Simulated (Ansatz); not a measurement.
# FGeHS (SMILES [F][Ge][SH]): a rigid scan of the angle H4–S3–Ge2

An exercise on one series of results from a longer session: the logs are not shown, and one member is left open.

Program: Ansatz 0.2.0, Gaussian basis. Level of theory: single points in def2-TZVPP. These are calculated values, not measurements.

Levels: PBE-D4, r2SCAN-D4, PBE0-D4, B3LYP-D4, wB97M-V, Hartree-Fock, MP2, CCSD, CCSD(T). The scan takes 68.2, 74.2, 80.2, 86.2, 92.2, 98.2, 104.2, 110.2, 116.2°.

Correlated methods freeze the cores. Filled d shells of the heavier atoms are correlated. B3LYP uses VWN-RPA correlation.

28 further runs of the same task are left out: 9 that didn't finish, 19 set aside as unsound or not needed.

## The system as given

The minimum, relaxed at PBE0-D4: SMILES `[F][Ge][SH]`, 4 atoms, charge 0, spin multiplicity 1.

Atoms are counted from 1 here; the program's logs count them from 0.

Bond lengths: F1–Ge2 1.757 Å, Ge2–S3 2.235 Å, S3–H4 1.345 Å. Angles: F1–Ge2–S3 95.2°, Ge2–S3–H4 92.2°.

As a file:

```csv
atom,x (Å),y (Å),z (Å)
F1,-1.91085,0.47143,0.57461
Ge2,-0.30410,-0.06424,1.04192
S3,0.53155,-0.02743,-1.03076
H4,1.73900,-0.44005,-0.60598
```

Energies of the minimum (eV), from earlier single points: PBE-D4 -70074.59539, r2SCAN-D4 -70088.03704, PBE0-D4 -70076.67486, B3LYP-D4 -70092.09877, wB97M-V -70085.82698, CCSD(T) -70035.04437.

At the minimum the angle H4–S3–Ge2 is 92.2°.

Set-up of the first run:

ccsdt-tzvpp/in.yaml

```yaml
crystal:
  periodic: [false, false, false]
  atoms:
    - {symbol: F, position_ang: [-1.910853, 0.471427, 0.574614]}
    - {symbol: Ge, position_ang: [-0.304096, -0.064244, 1.041916]}
    - {symbol: S, position_ang: [0.531545, -0.027429, -1.030755]}
    - {symbol: H, position_ang: [1.449102, -0.419821, -0.129216]}
basis:
  gaussian: {orbitals: def2-TZVPP}
correlation: {method: ccsd_t}
```

No record of the launch command was kept for these runs.

Steps of the session up to this table: H4–S3–Ge2 = 68.2°; H4–S3–Ge2 = 74.2°; H4–S3–Ge2 = 80.2°; H4–S3–Ge2 = 86.2°; H4–S3–Ge2 = 92.2°; H4–S3–Ge2 = 98.2°; H4–S3–Ge2 = 104.2°; H4–S3–Ge2 = 110.2°; H4–S3–Ge2 = 116.2°.

One table of the session follows, with a row left open; its other results are not shown here.

Energies less that of the minimum at the same level (eV): The rows 92.2 (minimum) and angle (°) = 92.2 agree to the last digit and may rest on the same set-up.

| angle (°) | PBE-D4 | PBE0-D4 | B3LYP-D4 | wB97M-V | Hartree-Fock |
| --- | --- | --- | --- | --- | --- |
| 68.2 | 0.294 | 0.314 | 0.339 | 0.312 | 0.444 |
| 74.2 | 0.157 | 0.169 | 0.186 | 0.167 | 0.253 |
| 80.2 | 0.066 | 0.072 | 0.082 | 0.070 | 0.119 |
| 86.2 | 0.015 | 0.017 | 0.022 | 0.016 | 0.037 |
| 92.2 (minimum) | 0.000 | 0.000 | 0.000 | 0.000 | 0.000 |
| 92.2 | 0.000 | 0.000 | 0.000 | 0.000 | 0.000 |
| 98.2 | 0.016 | 0.017 | 0.013 | 0.017 | 0.005 |
| 104.2 | ? | ? | ? | ? | ? |
| 110.2 | 0.128 | 0.136 | 0.125 | 0.137 | 0.124 |
| 116.2 | 0.215 | 0.230 | 0.216 | 0.232 | 0.230 |

**Question.** Estimate the row for angle (°) = 104.2.

Worked estimate for «PBE-D4». A straight line through the neighbours (98.2, 0.016) and (110.2, 0.128) gives 0.016 + (0.128 − 0.016) × (104.2 − 98.2) / (110.2 − 98.2) = 0.072; a parabola fitted to 4 rows on both sides gives 0.060.

As computed: PBE-D4: 0.060; PBE0-D4: 0.063; B3LYP-D4: 0.056; wB97M-V: 0.064; Hartree-Fock: 0.048. In «PBE-D4» the line misses by +0.012 and the parabola by 0.000.

Caveats from the session: A polynomial through the near points puts the CCSD(T) minimum 0.4° below the PBE0-D4 value.
